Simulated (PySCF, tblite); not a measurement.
# C6H5O3 radical: geometry, infrared bands and EPR parameters

Wanted: the infrared bands and EPR parameters of C6H5O3 radical (`COc1c[c]coc1=O`), by calculation.

Computed with tblite 0.8.0 and PySCF 2.14.0, with density-fitted response routines of our own, on a single molecule in the gas phase. Atoms count from 0, in the outputs and in this text.

**1. Starting geometry**

14 atoms, charge 0, multiplicity 2; geometry from: force field or distance geometry start.

Bonds of the start (Å): C0–O1 1.42, O1–C2 1.37, C2–C3 1.38, C3–C4 1.40, C4–C5 1.40, C5–O6 1.33, O6–C7 1.32, C7–O8 1.26, C7–C2 1.39, C0–H9 1.11, C0–H10 1.12, C0–H11 1.10, C3–H12 1.08, C5–H13 1.07.

**2. Relaxing the molecule with GFN2-xTB**

What the job is given:

```
{"job": {"kind": "relax", "xc": "GFN2-xTB", "basis": "xTB"}, "charge": 0, "multiplicity": 2}
C      2.347800    -0.112900     0.678000
O      1.217800     0.750100     0.613700
C     -0.010600     0.386100     0.126300
C     -0.227600    -0.879400    -0.377500
C     -1.479900    -1.261300    -0.870600
C     -2.499400    -0.304300    -0.871500
O     -2.266400     0.919800    -0.393500
C     -1.086400     1.262400     0.089300
O     -0.905300     2.427100     0.535500
H      3.036800     0.267900     1.460000
H      2.038800    -1.154900     0.950500
H      2.784000    -0.141700    -0.336500
H      0.532600    -1.647100    -0.379900
H     -3.482800    -0.512400    -1.245800
```

Command:

```console
> OMP_NUM_THREADS=1 python probes_run.py task.json out
```

The driver reads the jobs from task.json and runs them one after another.

Log:

```text
step      E/eV     max force
  0    -746.83059    5.354
  1    -747.20368    4.832
  2    -747.33742    1.477
  3    -747.37618    0.650
  4    -747.40288    0.431
  5    -747.41672    0.392
  6    -747.42145    0.220
  7    -747.42511    0.194
  8    -747.42902    0.243
  9    -747.43151    0.162
 10    -747.43306    0.120
 11    -747.43466    0.121
 12    -747.43708    0.178
 13    -747.43986    0.180
 14    -747.44199    0.133
 15    -747.44321    0.109
 16    -747.44426    0.114
 17    -747.44553    0.122
 18    -747.44694    0.112
 19    -747.44820    0.117
 20    -747.44925    0.105
 21    -747.45040    0.136
 22    -747.45198    0.139
 23    -747.45381    0.125
 24    -747.45508    0.106
 25    -747.45585    0.079
 26    -747.45654    0.062
 27    -747.45712    0.069
 28    -747.45764    0.064
 29    -747.45814    0.065
 30    -747.45872    0.073
 31    -747.45954    0.108
 32    -747.46083    0.141
 33    -747.46250    0.138
 34    -747.46385    0.089
 35    -747.46450    0.139
 36    -747.46524    0.079
 37    -747.46564    0.057
 38    -747.46595    0.041
 39    -747.46618    0.029
 40    -747.46643    0.032
 41    -747.46656    0.027
 42    -747.46663    0.018
 43    -747.46667    0.018
 44    -747.46670    0.014
 45    -747.46673    0.015
 46    -747.46675    0.013
 47    -747.46678    0.015
 48    -747.46682    0.016
 49    -747.46686    0.018
 50    -747.46690    0.018
 51    -747.46694    0.017
 52    -747.46698    0.016
 53    -747.46702    0.017
 54    -747.46704    0.012
 55    -747.46705    0.007
```

Wall time 0.31 s (1 thread of Arm Neoverse V1, shared host); peak memory 0.18 GiB.

The steps of the relaxation: (not every step is listed)

```csv
step,energy from step 0 (eV),largest force (eV/Å)
0,0.0000,5.3535
1,-0.3731,4.8317
2,-0.5068,1.4773
3,-0.5456,0.6500
4,-0.5723,0.4308
5,-0.5861,0.3916
6,-0.5909,0.2198
7,-0.5945,0.1941
8,-0.5984,0.2430
12,-0.6065,0.1785
16,-0.6137,0.1143
20,-0.6187,0.1049
24,-0.6245,0.1057
28,-0.6270,0.0637
32,-0.6302,0.1415
36,-0.6346,0.0792
40,-0.6358,0.0317
44,-0.6361,0.0140
48,-0.6362,0.0155
50,-0.6363,0.0184
51,-0.6363,0.0171
52,-0.6364,0.0156
53,-0.6364,0.0166
54,-0.6364,0.0122
55,-0.6365,0.0069
```

Close pairs (by a distance rule), those that changed most:

```csv
bond,before (Å),after (Å),change (Å)
C2–C7,1.388,1.481,+0.093
C4–C5,1.398,1.326,-0.072
C7–O8,1.260,1.204,-0.056
O6–C7,1.320,1.358,+0.038
C5–O6,1.335,1.364,+0.030
O1–C2,1.371,1.342,-0.029
C0–H10,1.120,1.095,-0.026
C0–H9,1.110,1.088,-0.021
```

The end geometry stands in the next job.

**3. Harmonic vibrations with GFN2-xTB**

What the job is given:

```
{"job": {"kind": "ir", "xc": "GFN2-xTB", "basis": "xTB"}, "charge": 0, "multiplicity": 2}
C      2.287695    -0.118998     0.693843
O      1.175347     0.744587     0.655881
C      0.031039     0.298222     0.116415
C     -0.183847    -0.929898    -0.445247
C     -1.462302    -1.184694    -0.944101
C     -2.463571    -0.315988    -0.904262
O     -2.257387     0.917923    -0.359832
C     -1.062463     1.295474     0.163633
O     -0.947782     2.398863     0.631886
H      3.079870     0.442370     1.185134
H      2.068482    -1.022984     1.270930
H      2.609746    -0.397719    -0.314667
H      0.593409    -1.675605    -0.508442
H     -3.468915    -0.452025    -1.263340
```

Log:

```text
mode    cm-1     km/mol
  1      74.0      5.22
  2     123.1      0.01
  3     189.8      0.12
  4     207.3      1.39
  5     233.8      0.32
  6     336.8      7.01
  7     339.1     13.01
  8     450.1      0.72
  9     485.9      7.62
 10     500.5      4.00
 11     551.1      4.07
 12     702.9      8.32
 13     767.5     55.31
 14     769.0      4.16
 15     794.7      4.78
 16     804.4      0.55
 17    1003.9     26.37
 18    1035.6     20.10
 19    1074.2     70.41
 20    1103.5     85.27
 21    1114.6      1.72
 22    1147.3      7.66
 23    1203.8    105.31
 24    1265.3    104.89
 25    1316.9     16.68
 26    1395.7      0.06
 27    1462.3      9.74
 28    1470.0      5.39
 29    1507.2    211.33
 30    1606.2     61.54
 31    1741.8    596.27
 32    2937.7     29.58
 33    2949.3     23.20
 34    3039.1      2.47
 35    3082.6      4.84
 36    3116.5      0.97
```

Run time: 0.41 s. Hardware: 1 thread of Arm Neoverse V1, shared host; peak memory 0.18 GiB.

The strongest bands and the atoms that carry them (share of the mass-weighted mode):

```csv
cm⁻¹,km/mol,atoms
768,55.3,"H13 46 %, H12 31 %"
1074,70.4,"C7 27 %, H12 24 %, O1 13 %, C0 10 %"
1104,85.3,"H12 22 %, H13 22 %, C3 12 %"
1204,105.3,"H13 45 %, O1 12 %"
1265,104.9,"C2 51 %, H12 15 %, O1 12 %"
1507,211.3,"C2 46 %, C3 35 %"
1606,61.5,"C4 48 %, C5 34 %"
1742,596.3,"C7 60 %, O8 37 %"
```

**4. EPR parameters: B3LYP/pcH-1**

Settings changed since step 3:

```diff
@@ -1,2 +1,2 @@
-{"job": {"kind": "ir", "xc": "GFN2-xTB", "basis": "xTB"}, "charge": 0, "multiplicity": 2}
+{"job": {"kind": "epr", "basis": "pcH-1"}, "charge": 0, "multiplicity": 2}
 C      2.287695    -0.118998     0.693843
```

Level: UKS B3LYP, pcH-1 on C H O, non-relativistic, mean-field spin-orbit, GIAO.

Log:

```text
UKS, coarse grid
  cycle   1  E = -457.00069860  |g| = 7.72e-01
  cycle   2  E = -455.28647478  |g| = 1.97e+00
  cycle   3  E = -457.05749328  |g| = 5.46e-01
  cycle   4  E = -457.21206149  |g| = 1.18e-01
  cycle   5  E = -457.21381032  |g| = 1.05e-01
  cycle   6  E = -457.21854141  |g| = 2.63e-02
  cycle   7  E = -457.21885125  |g| = 8.61e-03
  cycle   8  E = -457.21888946  |g| = 4.27e-03
  cycle   9  E = -457.21890168  |g| = 2.56e-03
  cycle  10  E = -457.21890916  |g| = 1.04e-03
  cycle  11  E = -457.21891092  |g| = 6.21e-04
UKS, final grid
  cycle   1  E = -457.21899070  |g| = 7.00e-04
  cycle   2  E = -457.21899074  |g| = 1.20e-03
  cycle   3  E = -457.21899131  |g| = 2.96e-04
  cycle   4  E = -457.21899142  |g| = 1.88e-04
  cycle   5  E = -457.21899160  |g| = 1.74e-04
  cycle   6  E = -457.21899162  |g| = 3.37e-05
  cycle   7  E = -457.21899162  |g| = 1.33e-05
E = -457.21899162 Eh   <S^2> = 0.7587 (exact 0.7500)
g shifts (ppm)      1          2          3
  rmc          -175       -175       -175
  gc             42         11         -4
  oz_so       -1130        326        752
  total       -1263        161        572
hyperfine (MHz)  atom isotope    a_iso     a_fc   dipolar eigenvalues
    0   13C      -0.35      -0.35     -0.45      0.02      0.43
    1   17O       1.02       1.02     -3.78      0.25      3.53
    2   13C      54.01      54.01     -5.46     -0.11      5.58
    3   13C      15.60      15.60     -9.99     -2.64     12.63
    4   13C     455.43     455.43    -78.59    -59.39    137.97
    5   13C      53.56      53.56    -18.48      1.63     16.85
    6   17O      -9.85      -9.85    -24.99     10.64     14.34
    7   13C      -4.71      -4.71     -1.41     -0.23      1.64
    8   17O      -0.48      -0.48     -2.30      0.32      1.97
    9    1H       1.40       1.40     -0.73     -0.62      1.34
   10    1H       0.99       0.99     -1.20     -0.84      2.03
   11    1H       1.24       1.24     -1.18     -0.83      2.01
   12    1H      54.62      54.62     -6.79     -5.63     12.42
   13    1H      31.34      31.34     -6.12     -4.51     10.63
```

It took 87 s on 1 thread of Arm Neoverse V1, shared host; peak memory 1.1 GiB.

Principal g values 2.00106, 2.00248, 2.00289; g(iso) = 2.00214, against 2.00232 for a free electron.

Mean a(iso) over the nuclei that a row names, and the largest dipolar term of the row (other rows stand at the frozen geometry):

```csv
nuclei,isotope,a(iso) (MHz),"a(iso) (G, at g = 2.0023)",largest dipolar term (MHz)
C4,13C,455.4,162.5,138.0
H12,1H,54.6,19.5,12.4
C2,13C,54.0,19.3,5.6
C5,13C,53.6,19.1,-18.5
H13,1H,31.3,11.2,10.6
C3,13C,15.6,5.6,12.6
O6,17O,-9.8,-3.5,-25.0
C7,13C,-4.7,-1.7,1.6
"H9, H10, H11",1H,1.2,0.4,2.0
O1,17O,1.0,0.4,-3.8
O8,17O,-0.5,-0.2,-2.3
C0,13C,-0.4,-0.1,-0.5
```

Mulliken spin populations:

C0 0.00; O1 0.01; C2 0.06; C3 -0.06; C4 1.01; C5 -0.10; O6 0.05; C7 -0.01; O8 0.00; H9 0.00; H10 0.00; H11 0.00; H12 0.02; H13 0.01

In first order the couplings over 0.8 MHz of 1H give 16 distinct lines over 32.0 G, if the averaged nuclei exchange fast.

The fields below are evaluated on a grid from the run's orbitals.

ELF in a plane through or near 12 of the atoms.

Ten even steps from '0' (0.00) to '9' (1.00):
```
0000000000000000000000000000
0000000000000000000000000000
0000000000000001100000000000
0000000000000256753000000000
0000000000000687886000000000
0000000000100584672000000000
0000046103771057740453000000
0000799924886152667985000000
0001999975457487383472000000
0000799933867315127731220000
0000023413302884124469997000
0000000255103556748189998000
0000000121049927594549995000
0000000000089965778400210000
0000000000089911688500000000
0000000000036400477400000000
0000000000000000022000000000
0000000000000000000000000000
0000000000000000000000000000
0000000000000000000000000000
```
The map spans 12.5 Å across and 10.2 Å up, centred on the molecule. Atoms in the plane (x, y in Å): C0 (-2.4, 0.0), O1 (-1.3, 0.9), C2 (0.0, 0.3), C3 (0.3, -1.0), C4 (1.6, -1.4), C5 (2.6, -0.5), O6 (2.3, 0.9), C7 (1.0, 1.3), O8 (0.8, 2.5), H9 (-3.3, 0.7), H12 (-0.5, -1.8), H13 (3.7, -0.7).

On the surface of density 0.002 e/bohr³ the electrostatic potential runs, from the 1st to the 99th percentile, from -2.02 V near O8 to 1.49 V near H12.

The spin density lies nearest to C4 75 %; C5 7 % (beta excess).

**5. Results**

```
                                 quantity                  value
strongest single infrared mode (GFN2-xTB)  1742 cm⁻¹, 596 km/mol
             zero-point energy (GFN2-xTB)          59.9 kcal/mol
                           g(iso) (B3LYP)                2.00214
                                     ⟨S²⟩     0.759 (exact 0.75)
       largest a(iso) (averaged by class)   13C on C4, 455.4 MHz
    surface potential, 1st and 99th percentile     -2.02 V and 1.49 V
```

Relaxing lowered the energy by 0.636 eV in 55 steps; the close pair that moved most is C2–C7, from 1.388 to 1.481 Å. No mode is imaginary among the 36: a minimum at this level. The strongest single mode, at 1742 cm⁻¹, moves mainly C7 and O8. GFN2-xTB is a fitted tight-binding method: band positions and strengths are rough. Its intensities can rank the bands wrongly. C4 carries the largest spin population, 1.01 e. The isotropic g lies 0.2 ppt below the free-electron value.
